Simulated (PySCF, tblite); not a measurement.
# C₄H₉BrOSi₂: geometry, infrared bands and NMR shifts

Aim: predict the infrared bands and NMR shifts of C₄H₉BrOSi₂ (`C=C[Si@@H]1C[C@H](Br)[SiH2]O1`).

Computed with tblite 0.8.0 and PySCF 2.14.0, with density-fitted response routines of our own, on a single molecule in the gas phase. Atoms are numbered from 0 throughout.

## (1) The molecule as given

17 atoms, charge 0, multiplicity 1; geometry from: force field or distance geometry start.

Bonds of the start (Å): C0–C1 1.34, C1–Si2 1.81, Si2–C3 1.87, C3–C4 1.52, C4–Br5 1.93, C4–Si6 1.87, Si6–O7 1.74, O7–Si2 1.74, C0–H8 1.08, C0–H9 1.07, C1–H10 1.09, Si2–H11 1.49, C3–H12 1.13, C3–H13 1.10, C4–H14 1.09, Si6–H15 1.44, Si6–H16 1.47.

## (2) Relaxing the molecule with GFN2-xTB

Job settings and geometry (Å):

```
{"job": {"kind": "relax", "xc": "GFN2-xTB", "basis": "xTB"}, "charge": 0, "multiplicity": 1}
C      2.884000     0.545100     0.864800
C      2.122900    -0.227100     0.081200
Si     0.381500    -0.617900     0.384900
C     -0.640400    -0.664900    -1.180900
C     -1.631100     0.476500    -1.046000
Br    -0.797000     2.198400    -1.319700
Si    -2.027100     0.328800     0.771300
O     -0.422000     0.524100     1.419500
H      2.493600     1.021700     1.748500
H      3.902000     0.697500     0.591400
H      2.616600    -0.672600    -0.788100
H      0.289400    -1.918600     1.104300
H     -1.263800    -1.607300    -1.093600
H     -0.025400    -0.622700    -2.095600
H     -2.508800     0.336000    -1.680800
H     -2.979400     1.292700     1.258100
H     -2.402200    -1.077700     0.970900
```

Command:

```bash
> OMP_NUM_THREADS=1 python probes_run.py task.json out
```

This one command runs all jobs of the session in turn.

**Question.** This job is followed by: GFN2-xTB harmonic vibrations, gas phase; GIAO PBE0/pcSseg-1 NMR shielding, non-relativistic, gas phase. What will the session give for the following? strongest single infrared mode (GFN2-xTB); zero-point energy (GFN2-xTB); ¹³C shifts against TMS (PBE0/pcSseg-1); ¹H shifts against TMS (PBE0/pcSseg-1); ²⁹Si shifts against TMS (PBE0/pcSseg-1); ⁷⁹Br shifts against HBr (PBE0/pcSseg-1); ¹⁷O shifts against H2O (PBE0/pcSseg-1); surface potential, 1st and 99th percentile.

As calculated:

| quantity | value |
| --- | --- |
| strongest single infrared mode (GFN2-xTB) | 2305 cm⁻¹, 590 km/mol |
| zero-point energy (GFN2-xTB) | 73.1 kcal/mol |
| ¹³C shifts against TMS (PBE0/pcSseg-1) | 147.1, 140.8, 44.2, 25.6 ppm |
| ¹H shifts against TMS (PBE0/pcSseg-1) | 6.75, 6.62, 6.23, 5.39, 5.33, 5.30, 3.79, 1.60, 1.34 ppm |
| ²⁹Si shifts against TMS (PBE0/pcSseg-1) | 2.1, 2.0 ppm |
| ⁷⁹Br shifts against HBr (PBE0/pcSseg-1) | 485 ppm |
| ¹⁷O shifts against H2O (PBE0/pcSseg-1) | 30.3 ppm |
| surface potential, 1st and 99th percentile | -1.13 V and 1.48 V |

In words: Relaxing lowered the energy by 1.106 eV in 137 steps; the close pair that moved most is Si6–O7, from 1.742 to 1.626 Å. All 45 modes are real, so the xTB geometry is a minimum. The strongest single mode, at 2305 cm⁻¹, moves mainly H11 and H16. GFN2-xTB is a fitted tight-binding method: band positions and strengths are rough. Its intensities can rank the bands wrongly. C4 stands next to heavy halogen, whose spin-orbit shielding this run leaves out, so the computed shift lies too far downfield, most of all for carbon beside Br or I. C0 (terminal =CH2 carbon) lies farthest downfield among carbon, at 147.1 ppm; an sp2 carbon of a C=C bond. At PBE0/pcSseg-1: The largest span, 1431 ppm, is at Br5, where the paramagnetic term is -988 ppm. At PBE0/pcSseg-1, counted by nearest atom on the grid, the HOMO lies on Br5 48 %; C0, C1 about 11 % each, the LUMO on C0, C1 about 23 % each; Br5 8 %. Spin-orbit coupling is left out, which matters for shieldings and couplings at and beside the heavy atoms.
